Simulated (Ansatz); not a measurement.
# SiGe3H10: ionisation energy by level of theory

How much energy removes an electron from SiGe3H10 at fixed geometry? The cation is run at each level and the neutral's energy taken from earlier runs.

The runs use Ansatz 0.2.0, Gaussian basis; unrestricted cation, the program's frozen cores in correlated methods.

Levels to be run: UKS PBE-D4/def2-TZVPP; UKS r2SCAN-D4/def2-TZVPP; UKS PBE0-D4/def2-TZVPP; UKS B3LYP-D4/def2-TZVPP; UKS wB97X-V/def2-TZVPP; UKS wB97M-V/def2-TZVPP; UKS B2PLYP/def2-TZVPP; UHF-CCSD(T)/def2-TZVPP; UHF-MP2/def2-QZVPP; extrapolation to the limit; then −ε(HOMO) from the neutral's earlier runs with LDA (SPW92), PBE-D4, revPBE-D4, BLYP-D4, r2SCAN-D4, B97M-V, PBE0-D4, B3LYP-D4, r2SCANh-D4, r2SCAN0-D4, HSE06-D4, BHLYP-D4, CAM-B3LYP-D4, LC-ωPBE, ωB97X-V, ωB97M-V.

### Step 1. The relaxed structure

An earlier PBE0-D4/def2-TZVP relaxation fixed the geometry.

SMILES `[GeH3][SiH2][GeH2][GeH3]`, 14 atoms, charge 0, spin multiplicity 1.

Atoms are counted from 1 here; the program's logs count them from 0.

Bond lengths: Ge1–Si2 2.379 Å, Ge1–H5 1.538 Å, Ge1–H6 1.538 Å, Ge1–H7 1.538 Å, Si2–Ge3 2.379 Å, Si2–H8 1.489 Å, Si2–H9 1.489 Å, Ge3–Ge4 2.424 Å, Ge3–H10 1.541 Å, Ge3–H11 1.540 Å, Ge4–H12 1.538 Å, Ge4–H13 1.537 Å, Ge4–H14 1.538 Å. Angles: Si2–Ge1–H5 110.2°, Si2–Ge1–H6 111.5°, Si2–Ge1–H7 109.8°, H5–Ge1–H6 108.5°, H5–Ge1–H7 108.2°, H6–Ge1–H7 108.5°, Ge1–Si2–Ge3 109.6°, Ge1–Si2–H8 109.9°, Ge1–Si2–H9 109.2°, Ge3–Si2–H8 110.7°, Ge3–Si2–H9 109.0°, H8–Si2–H9 108.3°, Si2–Ge3–Ge4 110.1°, Si2–Ge3–H10 109.5°, Si2–Ge3–H11 110.9°, Ge4–Ge3–H10 108.9°, Ge4–Ge3–H11 109.6°, H10–Ge3–H11 107.9° and more.

### Step 2. Cation, UKS PBE-D4/def2-TZVPP

Contents of in.yaml:

```yaml
crystal:
  periodic: [false, false, false]
  atoms:
    - {symbol: Ge, position_ang: [-0.198324, 2.378143, 0.239805]}
    - {symbol: Si, position_ang: [0.552985, 0.502768, 1.495855]}
    - {symbol: Ge, position_ang: [-0.392369, -1.488471, 0.601173]}
    - {symbol: Ge, position_ang: [0.093880, -1.647590, -1.768116]}
    - {symbol: H, position_ang: [-1.735545, 2.429607, 0.229611]}
    - {symbol: H, position_ang: [0.330701, 3.698012, 0.825692]}
    - {symbol: H, position_ang: [0.287890, 2.260833, -1.214867]}
    - {symbol: H, position_ang: [0.176621, 0.667031, 2.927018]}
    - {symbol: H, position_ang: [2.036918, 0.417409, 1.408732]}
    - {symbol: H, position_ang: [-1.920289, -1.464413, 0.796429]}
    - {symbol: H, position_ang: [0.156976, -2.731270, 1.326955]}
    - {symbol: H, position_ang: [-0.556236, -0.469755, -2.512737]}
    - {symbol: H, position_ang: [-0.446197, -2.961364, -2.356225]}
    - {symbol: H, position_ang: [1.612978, -1.590940, -1.999317]}
basis:
  gaussian: {orbitals: def2-TZVPP}
total_charge: 1
magnetization: {spin_polarized: true, initial_magnetization: 1}
hamiltonian: {xc: pbe, dispersion: d4}
```

The runs that follow: Cation, UKS r2SCAN-D4/def2-TZVPP; Cation, UKS PBE0-D4/def2-TZVPP; Cation, UKS B3LYP-D4/def2-TZVPP; Cation, UKS wB97X-V/def2-TZVPP; Cation, UKS wB97M-V/def2-TZVPP; Cation, UKS B2PLYP (frozen core)/def2-TZVPP; Cation, UHF-CCSD(T)/def2-TZVPP; Cation, UHF-MP2/def2-QZVPP.

Before running them: what should the planned runs give, taken together? Wanted: ionisation energy, CCSD(T)/CBS; nearest functional by difference; nearest −ε(HOMO); −ε(HOMO) of PBE; T1 of the cation.

The runs gave:

| quantity | value |
| --- | --- |
| ionisation energy, CCSD(T)/CBS | 9.72 eV |
| nearest functional by difference | ωB97X-V (-0.09 eV) |
| nearest −ε(HOMO) | ωB97M-V (+0.01 eV) |
| −ε(HOMO) of PBE | 6.78 eV |
| T1 of the cation | 0.016 |

What this shows: Energy differences with functionals land within 0.50 eV of the reference. −ε(HOMO) of PBE misses by 2.9 eV, since self-interaction lifts the level. Among orbital estimates ωB97M-V comes nearest. Hartree-Fock falls 0.79 eV short, as the neutral has more correlation energy than the cation. The cation may have settled in a state other than its lowest; no search over hole states beyond the program's own was made. Correlated methods include outer-core shells of Ge, which these sets cover unevenly. With outer-core shells in play the last digit of the reference is unsure.
